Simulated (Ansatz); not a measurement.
# The cluster Si₂₀H₂₆: one molecule under many settings, part 2 of 2

Ansatz 0.2.0, Gaussian basis; the settings change from run to run.

## 5. B97M-V/cc-pVDZ

Options: unrestricted orbitals, atoms shaken by 0.15 Å, density fitting with def2-universal-jkfit.

Input file in.yaml:

```yaml
crystal:
  periodic: [false, false, false]
  atoms:
    - {symbol: Si, position_ang: [-3.707744, 2.425525, -0.354423]}
    - {symbol: Si, position_ang: [-1.677257, -3.019368, 2.743850]}
    - {symbol: Si, position_ang: [1.499900, -3.421591, -0.297689]}
    - {symbol: Si, position_ang: [-1.577245, 2.253342, -2.960751]}
    - {symbol: Si, position_ang: [1.706692, -0.477080, -2.627652]}
    - {symbol: Si, position_ang: [-1.396454, -0.521848, -0.080313]}
    - {symbol: Si, position_ang: [-1.037478, 2.167672, 2.204484]}
    - {symbol: Si, position_ang: [1.495469, -0.801676, 2.255964]}
    - {symbol: Si, position_ang: [1.446003, 2.080793, -0.314064]}
    - {symbol: Si, position_ang: [4.096226, -0.797997, -0.207266]}
    - {symbol: Si, position_ang: [-2.561860, -1.863307, 1.207455]}
    - {symbol: Si, position_ang: [-2.218307, 0.515577, -1.403984]}
    - {symbol: Si, position_ang: [-1.997235, 3.513946, 0.244998]}
    - {symbol: Si, position_ang: [0.177627, -1.852498, -1.839541]}
    - {symbol: Si, position_ang: [-0.020791, -1.793282, 3.980331]}
    - {symbol: Si, position_ang: [2.859335, -1.850845, 1.104887]}
    - {symbol: Si, position_ang: [0.210829, 0.845041, -4.442304]}
    - {symbol: Si, position_ang: [-0.332862, 3.395201, -1.302194]}
    - {symbol: Si, position_ang: [2.971090, 0.820703, -1.559304]}
    - {symbol: Si, position_ang: [0.445477, 0.866712, 1.234703]}
    - {symbol: H, position_ang: [-4.545153, 2.956203, -1.082038]}
    - {symbol: H, position_ang: [-4.494745, 1.799074, 0.775790]}
    - {symbol: H, position_ang: [-2.323244, -3.910561, 3.794106]}
    - {symbol: H, position_ang: [-0.617622, -4.250757, 1.787574]}
    - {symbol: H, position_ang: [2.521743, -3.865865, -1.324315]}
    - {symbol: H, position_ang: [0.966304, -4.118189, 0.307631]}
    - {symbol: H, position_ang: [-1.980735, 2.984915, -3.612338]}
    - {symbol: H, position_ang: [1.979193, -1.822838, -3.813419]}
    - {symbol: H, position_ang: [-2.013020, 1.942851, 3.205792]}
    - {symbol: H, position_ang: [-0.355283, 3.147255, 3.095908]}
    - {symbol: H, position_ang: [2.078667, 0.140767, 3.544279]}
    - {symbol: H, position_ang: [2.194496, 2.839335, 0.884046]}
    - {symbol: H, position_ang: [5.212853, -1.311040, -0.920227]}
    - {symbol: H, position_ang: [4.715918, 0.426882, 0.820191]}
    - {symbol: H, position_ang: [-3.832237, -2.639496, 0.243301]}
    - {symbol: H, position_ang: [-3.370037, -0.824559, 2.203864]}
    - {symbol: H, position_ang: [-3.414791, -0.231791, -2.217112]}
    - {symbol: H, position_ang: [-0.760173, -2.771198, -2.233494]}
    - {symbol: H, position_ang: [0.774011, -2.684697, 4.835747]}
    - {symbol: H, position_ang: [-0.744213, -0.968144, 4.938266]}
    - {symbol: H, position_ang: [3.644968, -2.735007, 2.149183]}
    - {symbol: H, position_ang: [-0.535910, -0.108045, -5.142922]}
    - {symbol: H, position_ang: [1.355424, 1.806624, -5.260588]}
    - {symbol: H, position_ang: [0.237898, 4.792686, -1.830709]}
    - {symbol: H, position_ang: [-2.331869, 5.137652, 0.806797]}
    - {symbol: H, position_ang: [3.730239, 1.581923, -2.605546]}
basis:
  gaussian: {orbitals: cc-pVDZ, fitting: {mean_field: def2-universal-jkfit}}
magnetization: {spin_polarized: true, initial_magnetization: 0}
hamiltonian: {xc: {name: B97M-V}}
output: {forces: true}
```

Launch:

```
ansatz run in.yaml --threads 2 --pin off --events-out ev --progress --plain --max-ram 32768MiB --backend cuda --devices 0, --max-vram 18GiB
```

Log:

```text
Functional definition: B97M-V
  name "B97M-V"
  cite "Mardirossian & Head-Gordon, J. Chem. Phys. 142, 074111 (2015) doi:10.1063/1.4907719"
  cite "Becke, J. Chem. Phys. 107, 8554 (1997) doi:10.1063/1.475007"
  cite "Vydrov & Van Voorhis, J. Chem. Phys. 133, 244103 (2010) doi:10.1063/1.3521275"
  # Of w^i u^j: cxij and so on, Table III.
  parameter cx00 = 1.000
  parameter cx01 = 1.308
  parameter cx02 = 1.901
  parameter cx10 = 0.416
  parameter cx11 = 3.070
  parameter css00 = 1.000
  parameter css02 = -1.855
  parameter css10 = -5.668
  parameter css32 = -20.497
  parameter css42 = -20.364
  parameter cos00 = 1.000
  parameter cos01 = 1.573
  parameter cos03 = -6.298
  parameter cos10 = 2.535
  parameter cos32 = -6.427
  parameter b = 6.0
  parameter c = 0.01
  gx(w, u) = cx00 + cx01*u + cx02*u^2 + (cx10 + cx11*u)*w
  gss(w, u) = css00 + css02*u^2 + css10*w + (css32*w^3 + css42*w^4)*u^2
  gos(w, u) = cos00 + cos01*u + cos03*u^3 + cos10*w + cos32*w^3*u^2
  exchange = spin_sum(e_x_unif_s*gx(b97_w, b97_u_x))
  correlation = spin_sum(e_c_pw_mod_same_spin*gss(b97_w, b97_u_same))
      + integral(e_c_pw_mod_opposite_spin*gos(b97_w_opposite, b97_u_opposite)) + vv10(b, c)
3028 factors; integrals over basis functions are off by at most 3.8e-1 eV
mean field evaluation 1: about -157917.8234 eV, gradient 2.0e1 eV
mean field evaluation 2: about -157916.8797 eV, gradient 2.3e1 eV
mean field evaluation 4: about -157921.5515 eV, gradient 2.7e0 eV
mean field evaluation 8: about -157921.7022 eV, gradient 5.1e-1 eV
mean field evaluation 16: about -157921.7044 eV, gradient 6.0e-4 eV
mean field -157921.70437307 eV, -5803.5155925346 hartree, gradient 4.4e-5 eV, S^2 0.000000; 0 other end points of the search recorded, 0 dependent functions left out
the calculation of the forces begins
reference -157921.70450813 eV, -5803.5155974977 hartree; 153, 153 occupied and 337, 337 virtual orbitals, 3028 factors
Total energy: -157921.70450813 eV, -5803.5155974977 hartree
Atom 0 at    -3.707744     2.425525    -0.354423 Å, force     3.241399    -6.499776     3.845711 eV/Å
Atom 1 at    -1.677257    -3.019368     2.743850 Å, force     4.047169    -3.919812     1.515255 eV/Å
Atom 2 at     1.499900    -3.421591    -0.297689 Å, force    10.248861    15.400133   -11.927205 eV/Å
Atom 3 at    -1.577245     2.253342    -2.960751 Å, force    11.607390   -16.167270    12.301662 eV/Å
Atom 4 at     1.706692    -0.477080    -2.627652 Å, force    -3.387784    -2.369985    -6.467881 eV/Å
Atom 5 at    -1.396454    -0.521848    -0.080313 Å, force     8.808352    -5.259041     6.168272 eV/Å
Atom 6 at    -1.037478     2.167672     2.204484 Å, force    -0.441611     2.863339    -0.768116 eV/Å
Atom 7 at     1.495469    -0.801676     2.255964 Å, force    -2.447079     2.952023     5.863684 eV/Å
Atom 8 at     1.446003     2.080793    -0.314064 Å, force     0.653326     1.703542     0.091265 eV/Å
Atom 9 at     4.096226    -0.797997    -0.207266 Å, force     2.244406     5.534872    -0.211208 eV/Å
Atom 10 at    -2.561860    -1.863307     1.207455 Å, force    -5.452957     1.062187    -1.402726 eV/Å
Atom 11 at    -2.218307     0.515577    -1.403984 Å, force    -8.569697     7.430959    -8.978390 eV/Å
Atom 12 at    -1.997235     3.513946     0.244998 Å, force     2.019556     3.428252     3.783073 eV/Å
Atom 13 at     0.177627    -1.852498    -1.839541 Å, force     0.522631     0.634831     5.300761 eV/Å
Atom 14 at    -0.020791    -1.793282     3.980331 Å, force     0.114940    -0.628733    -2.153723 eV/Å
Atom 15 at     2.859335    -1.850845     1.104887 Å, force     0.073027    -6.255082     0.232383 eV/Å
Atom 16 at     0.210829     0.845041    -4.442304 Å, force     2.192506     2.965019     2.916242 eV/Å
Atom 17 at    -0.332862     3.395201    -1.302194 Å, force     1.330946     0.929769    -1.235148 eV/Å
Atom 18 at     2.971090     0.820703    -1.559304 Å, force     1.925336     1.029039     1.767512 eV/Å
Atom 19 at     0.445477     0.866712     1.234703 Å, force    -2.237982    -2.545617    -1.249440 eV/Å
Atom 20 at    -4.545153     2.956203    -1.082038 Å, force    -5.410521     3.570118    -5.188545 eV/Å
Atom 21 at    -4.494745     1.799074     0.775790 Å, force     0.191701     0.149335     0.092741 eV/Å
Atom 22 at    -2.323244    -3.910561     3.794106 Å, force    -0.427492     0.285599    -0.527739 eV/Å
Atom 23 at    -0.617622    -4.250757     1.787574 Å, force    -1.488744     1.669209     1.474525 eV/Å
Atom 24 at     2.521743    -3.865865    -1.324315 Å, force    -0.044150    -0.445768     0.302683 eV/Å
Atom 25 at     0.966304    -4.118189     0.307631 Å, force    -9.916243   -13.541793    11.158182 eV/Å
Atom 26 at    -1.980735     2.984915    -3.612338 Å, force    -9.149860    14.105046   -12.551305 eV/Å
Atom 27 at     1.979193    -1.822838    -3.813419 Å, force     0.519946     1.785060     1.455736 eV/Å
Atom 28 at    -2.013020     1.942851     3.205792 Å, force    -1.458456    -1.225909     0.782243 eV/Å
Atom 29 at    -0.355283     3.147255     3.095908 Å, force     0.651198     0.518298    -0.103754 eV/Å
Atom 30 at     2.078667     0.140767     3.544279 Å, force     0.042686    -0.915094    -1.458312 eV/Å
Atom 31 at     2.194496     2.839335     0.884046 Å, force    -0.154366    -0.093504    -1.182491 eV/Å
Atom 32 at     5.212853    -1.311040    -0.920227 Å, force     1.015773    -0.847105    -0.677893 eV/Å
Atom 33 at     4.715918     0.426882     0.820191 Å, force    -0.353232    -1.515799    -1.013211 eV/Å
Atom 34 at    -3.832237    -2.639496     0.243301 Å, force     1.750007     0.960029     1.345926 eV/Å
Atom 35 at    -3.370037    -0.824559     2.203864 Å, force     0.503999    -0.812752    -1.018082 eV/Å
Atom 36 at    -3.414791    -0.231791    -2.217112 Å, force     1.016457     0.335441     0.653035 eV/Å
Atom 37 at    -0.760173    -2.771198    -2.233494 Å, force    -1.741210    -1.577679    -1.872317 eV/Å
Atom 38 at     0.774011    -2.684697     4.835747 Å, force     0.359350    -0.485934     0.153966 eV/Å
Atom 39 at    -0.744213    -0.968144     4.938266 Å, force    -0.193395     0.971724     0.246997 eV/Å
Atom 40 at     3.644968    -2.735007     2.149183 Å, force    -0.207066     0.515443    -0.728435 eV/Å
Atom 41 at    -0.535910    -0.108045    -5.142922 Å, force    -0.849138    -1.385779    -1.418643 eV/Å
Atom 42 at     1.355424     1.806624    -5.260588 Å, force    -1.540004    -1.267082     0.654333 eV/Å
Atom 43 at     0.237898     4.792686    -1.830709 Å, force    -0.416163    -1.032588     0.517865 eV/Å
Atom 44 at    -2.331869     5.137652     0.806797 Å, force     0.598148    -2.005296    -0.669800 eV/Å
Atom 45 at     3.730239     1.581923    -2.605546 Å, force     0.208037    -0.001864     0.180312 eV/Å
Dipole moment:     0.309039    -0.240359    -0.262368 e Å
```

It took 17 s on 1 × H100 (card shared with other runs) with 2 threads of AMD EPYC 7R13, shared host; peak host memory 2.1 GiB.

Largest force 23.398 eV/Å, dipole 2.26 D, ⟨S²⟩ 0.000.

## 6. All runs side by side

| level | charge | multiplicity | geometry | functions | energy (eV) | time |
| --- | --- | --- | --- | --- | --- | --- |
| SVWN5/def2-mTZVP | 0 | 1 | relaxed | 518 | -157353.712 | 4.1 s |
| r2SCAN50/6-31G | 0 | 1 | shaken | 312 | -157927.563 | 10 s |
| wB97/def2-SVP | 0 | 1 | relaxed | 490 | -157928.324 | 11 s |
| B97M-V/cc-pVDZ | 0 | 1 | shaken | 490 | -157921.705 | 17 s |

## 7. What came out

This closing draws on all 2 parts.

| quantity | value |
| --- | --- |
| runs | 4 |
| quickest | SVWN5/def2-mTZVP, 4.1 s |
| slowest | B97M-V/cc-pVDZ, 17 s |
| spread of total energies, same state and geometry | 574.6 eV |

B97M-V/cc-pVDZ took 4 times as long as SVWN5/def2-mTZVP. The jobs differ in tasks and options as well as level. Total energies at one charge and spin differ by 575 eV between levels, so only differences within one level mean anything. At the PBE-D4/def2-SVP geometry and in the same state, runs without warnings or point charges leave forces up to 0.24 eV/Å (wB97/def2-SVP), against 23.4 eV/Å where the atoms were moved.
